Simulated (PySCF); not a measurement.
# C3H8O2Si: the cost of one run

Computed with PySCF 2.14.0, with density-fitted response routines of our own, on a single molecule in the gas phase. Atoms are numbered from 0 throughout.

**1. The starting structure**

14 atoms, charge 0, multiplicity 1; geometry from: GFN2-xTB. The atoms were then displaced at random by about 0.01 Å, so the start is not that level's minimum.

Bonds of the start (Å): C0–C1 1.52, C1–O2 1.22, C1–C3 1.46, C3–Si4 1.96, Si4–O5 1.62, C0–H6 1.08, C0–H7 1.12, C0–H8 1.07, C3–H9 1.12, C3–H10 1.06, Si4–H11 1.45, Si4–H12 1.45, O5–H13 0.96.

**2. Optimising the geometry at PBE0-D3(BJ)/def2-SVP**

The job: settings as JSON, then the geometry in Å.

```
{"job": {"xc": "PBE0", "basis": "def2-SVP", "d3": "d3bj", "grid": 1, "shake": 0.01, "kind": "geom"}, "charge": 0, "multiplicity": 1}
C      1.867320     0.772030    -0.063220
C      0.491830     0.586150     0.568160
O     -0.194770     1.519000     0.966800
C      0.026990    -0.798720     0.586330
Si    -1.466800    -0.853350    -0.686160
O     -2.387620     0.451000    -0.391470
H      1.831960     0.410730    -1.085070
H      2.119710     1.859120    -0.085800
H      2.603720     0.251820     0.504040
H     -0.441330    -1.023440     1.573980
H      0.758650    -1.529910     0.374940
H     -2.263430    -2.034880    -0.427070
H     -0.923600    -0.779990    -2.032960
H     -2.029770     1.155370     0.159870
```

Launch:

```bash
OMP_NUM_THREADS=1 python probes_run.py task.json out
```

One launch serves the whole session: the jobs run in the order shown.

**Question.** How long does this first job take on 1 thread of AMD EPYC 7R43, shared host, and how much memory does it need?

About 56 s, with a peak of 0.51 GiB.
